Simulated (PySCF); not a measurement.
# C5H10OSSi2: the cost of one run

Computed with PySCF 2.14.0 and routines of our own; the level stands in each step. Atoms count from 0.

### 1 The starting structure

19 atoms, charge 0, multiplicity 1; geometry from: GFN2-xTB.

### 2 Excited states: TDA B3LYP/def2-SVP

The job: settings as JSON, then the geometry in Å.

```
{"job": {"kind": "states", "xc": "B3LYP", "basis": "def2-SVP", "tda": true, "soc": true, "nstates": 8, "ntriplets": 5, "nquad": 4}, "charge": 0, "multiplicity": 1}
Si    -2.296111     1.158569     0.846246
O     -2.113491    -0.212544    -0.006543
Si    -1.478617    -1.474907    -0.785246
C      0.269142    -1.851856    -0.091659
C      1.062596    -0.607112     0.034054
C      1.665214     0.115792    -0.949191
C      2.297071     1.288145    -0.475206
C      2.160584     1.450342     0.863185
S      1.260345     0.165320     1.574639
H     -1.302617     2.123299     0.377895
H     -2.105618     0.812076     2.252360
H     -3.663198     1.581252     0.551141
H     -2.372237    -2.600781    -0.527157
H     -1.385948    -1.088965    -2.192475
H      0.190063    -2.332938     0.883512
H      0.779226    -2.548513    -0.758315
H      1.662842    -0.184721    -1.982146
H      2.829834     1.976266    -1.107483
H      2.531117     2.240527     1.484927
```

Method: TDA B3LYP/def2-SVP excited states, vertical, gas phase, spin-orbit mean-field couplings.

The run is started by

```console
$ OMP_NUM_THREADS=1 python excited_run.py task.json out
```

This one command runs all jobs of the session in turn.

**Question.** How long does this job take on 1 thread of Intel Xeon Platinum 8259CL at 2.50GHz, shared host, and how much memory does it need?

About 1.9 min, with a peak of 0.86 GiB.
